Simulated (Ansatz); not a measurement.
# CH4FNSi: up Jacob's ladder to CCSD(T)

The task here is to estimate one member of a computed series from the others.

Program: Ansatz 0.2.0, Gaussian basis. Level of theory: functionals in def2-TZVPP, the program's frozen cores in correlated methods. These are calculated values, not measurements.

Levels to be run: LDA (SPW92), PBE-D4, revPBE-D4, BLYP-D4, r2SCAN-D4, B97M-V, PBE0-D4, B3LYP-D4, r2SCANh-D4, r2SCAN0-D4, HSE06-D4, BHLYP-D4, CAM-B3LYP-D4, LC-ωPBE, ωB97X-V, ωB97M-V, B2PLYP, PBE-QIDH; CCSD(T)/def2-SVP; CCSD(T)/def2-TZVPP; MP2/def2-QZVPP; extrapolation to the limit; RPA on PBE.

## Structure used throughout

The geometry comes from an earlier relaxation with PBE0-D4 in a triple-zeta def2 set; it is a stationary point, not always the lowest conformer.

SMILES `F/C=N/[SiH3]`, 8 atoms, charge 0, spin multiplicity 1.

Atoms are counted from 1 here; the program's logs count them from 0.

Bond lengths: F1–C2 1.336 Å, C2–N3 1.234 Å, C2–H5 1.095 Å, N3–Si4 1.735 Å, Si4–H6 1.482 Å, Si4–H7 1.492 Å, Si4–H8 1.482 Å. Angles: F1–C2–N3 121.3°, F1–C2–H5 109.1°, N3–C2–H5 129.6°, C2–N3–Si4 125.7°, N3–Si4–H6 108.0°, N3–Si4–H7 112.0°, N3–Si4–H8 108.0°, H6–Si4–H7 109.4°, H6–Si4–H8 110.0°, H7–Si4–H8 109.5°.

Geometry (Å):

```xyz
8
CH4FNSi
F    -1.62432   -1.62847    1.46427
C    -0.72353   -0.74970    1.01711
N    -0.56533   -0.55113   -0.19091
Si    0.56773    0.55929   -0.89366
H    -0.21227   -0.29447    1.87168
H    -0.19424    1.53872   -1.70352
H     1.35979    1.28185    0.14400
H     1.48427   -0.21310   -1.76498
```

Set-up of the first run:

in.yaml reads:

```yaml
crystal:
  periodic: [false, false, false]
  atoms:
    - {symbol: F, position_ang: [-1.624323, -1.628465, 1.464273]}
    - {symbol: C, position_ang: [-0.723534, -0.749703, 1.017111]}
    - {symbol: N, position_ang: [-0.565331, -0.551133, -0.190908]}
    - {symbol: Si, position_ang: [0.567732, 0.559295, -0.893658]}
    - {symbol: H, position_ang: [-0.212270, -0.294475, 1.871681]}
    - {symbol: H, position_ang: [-0.194239, 1.538723, -1.703525]}
    - {symbol: H, position_ang: [1.359792, 1.281854, 0.144004]}
    - {symbol: H, position_ang: [1.484272, -0.213096, -1.764976]}
basis:
  gaussian: {orbitals: def2-TZVPP}
hamiltonian: {xc: lda}
output: {orbitals: {seedname: orbitals}}
```

Started as:

```bash
ansatz run in.yaml --threads 2 --pin off --events-out ev --progress --plain --max-ram 4352MiB
```

Among the steps run: LDA; PBE-D4 (GGA); revPBE-D4 (GGA); BLYP-D4 (GGA); r2SCAN-D4 (meta-GGA); B97M-V (meta-GGA); B3LYP-D4 (hybrid); r2SCANh-D4 (hybrid); r2SCAN0-D4 (hybrid); HSE06-D4 (hybrid); BHLYP-D4 (hybrid); CAM-B3LYP-D4 (range-separated); LC-ωPBE (range-separated); ωB97X-V (range-separated); ωB97M-V (range-separated); B2PLYP (double hybrid); PBE-QIDH (double hybrid).

One table of the session follows, with a row left open; its other results are not shown here.

It belongs to the step «Orbital energies across the functionals». 

| functional | HOMO (eV) | gap (eV) |
| --- | --- | --- |
| LDA (SPW92) | -6.94 | 4.93 |
| PBE-D4 | -6.81 | 5.05 |
| revPBE-D4 | -6.75 | 5.09 |
| BLYP-D4 | -6.71 | 5.07 |
| r2SCAN-D4 | -7.12 | 5.58 |
| B97M-V | -7.28 | 5.81 |
| PBE0-D4 | ? | ? |
| B3LYP-D4 | -8.03 | 7.11 |
| r2SCANh-D4 | -7.66 | 6.53 |
| r2SCAN0-D4 | -8.47 | 7.96 |
| HSE06-D4 | -7.85 | 6.81 |
| BHLYP-D4 | -9.64 | 10.21 |
| CAM-B3LYP-D4 | -9.68 | 10.24 |
| LC-ωPBE | -11.03 | 12.84 |
| ωB97X-V | -10.68 | 12.43 |
| ωB97M-V | -10.59 | 12.22 |

Q: Estimate the row for PBE0-D4 from the others.

The run gave: HOMO (eV): -8.25; gap (eV): 7.61. In the column «HOMO (eV)» it lies between r2SCAN0-D4 (-8.47) and B3LYP-D4 (-8.03).
